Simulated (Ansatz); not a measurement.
# C₂H₄FSi radical (SMILES [CH]=C[SiH2]F): single points off equilibrium

One table from this session's results is given with a row withheld; the runs are named, their logs left out.

Method: single points in def2-TZVPP; program: Ansatz 0.2.0, Gaussian basis.

Correlated methods freeze the cores. Orbitals are unrestricted.

## Starting geometry

SMILES `[CH]=C[SiH2]F`, 8 atoms, charge 0, spin multiplicity 2.

Atoms are counted from 1 here; the program's logs count them from 0.

Bond lengths: C1–C2 1.328 Å, C1–H5 1.066 Å, C2–Si3 1.877 Å, C2–H6 1.132 Å, Si3–F4 1.560 Å, Si3–H7 1.471 Å, Si3–H8 1.484 Å. Angles: C2–C1–H5 145.3°, C1–C2–Si3 125.6°, C1–C2–H6 122.2°, Si3–C2–H6 112.2°, C2–Si3–F4 103.0°, C2–Si3–H7 112.5°, C2–Si3–H8 114.7°, F4–Si3–H7 104.2°, F4–Si3–H8 105.7°, H7–Si3–H8 115.2°.

Geometry (Å):

```
atom    x (Å)    y (Å)    z (Å)
  C1   0.2282   1.7636  -0.2531
  C2  -0.4120   0.6270  -0.0022
 Si3   0.3658  -1.0805   0.0313
  F4  -0.8583  -2.0197   0.2596
  H5   0.1422   2.8249  -0.3040
  H6  -1.5245   0.5946   0.2052
  H7   0.8901  -1.4849  -1.2823
  H8   1.2779  -1.3238   1.1767
```

Set-up of the first run:

Contents of run/in.yaml:

```yaml
crystal:
  periodic: [false, false, false]
  atoms:
    - {symbol: C, position_ang: [0.228200, 1.763600, -0.253100]}
    - {symbol: C, position_ang: [-0.412000, 0.627000, -0.002200]}
    - {symbol: Si, position_ang: [0.365800, -1.080500, 0.031300]}
    - {symbol: F, position_ang: [-0.858300, -2.019700, 0.259600]}
    - {symbol: H, position_ang: [0.142200, 2.824900, -0.304000]}
    - {symbol: H, position_ang: [-1.524500, 0.594600, 0.205200]}
    - {symbol: H, position_ang: [0.890100, -1.484900, -1.282300]}
    - {symbol: H, position_ang: [1.277900, -1.323800, 1.176700]}
basis:
  gaussian: {orbitals: def2-TZVPP}
magnetization: {spin_polarized: true, initial_magnetization: 1}
correlation: {method: ccsd_t}
scf: {omitted_lower_state_checks: [cluster_reference]}
```

No record of the launch command was kept for these runs.

Among the steps run: CCSD(T)/def2-TZVPP; PBE0-D4/def2-TZVPP; wB97M-V/def2-TZVPP; r2SCAN-D4/def2-TZVPP; PBE-D4/def2-TZVPP; r2SCANh-D4/def2-TZVPP; LC-wPBE/def2-TZVPP.

One of the session's tables, all rows but one given; the rest of the session is left out.

| method | RMS force component (eV/Å) | dipole (D) |
| --- | --- | --- |
| PBE0-D4 | 0.731 | 1.41 |
| wB97M-V | 0.774 | 1.38 |
| r2SCAN-D4 | 0.694 | 1.37 |
| PBE-D4 | 0.795 | 1.26 |
| r2SCANh-D4 | 0.688 | 1.41 |
| LC-wPBE | ? | ? |

**Question.** Estimate the row for LC-wPBE.

**Answer.** RMS force component (eV/Å): 0.805; dipole (D): 1.43. In the column «RMS force component (eV/Å)» it is the highest.

Caveats from the session: The unrestricted reference is spin-contaminated, which hurts MP2 most.
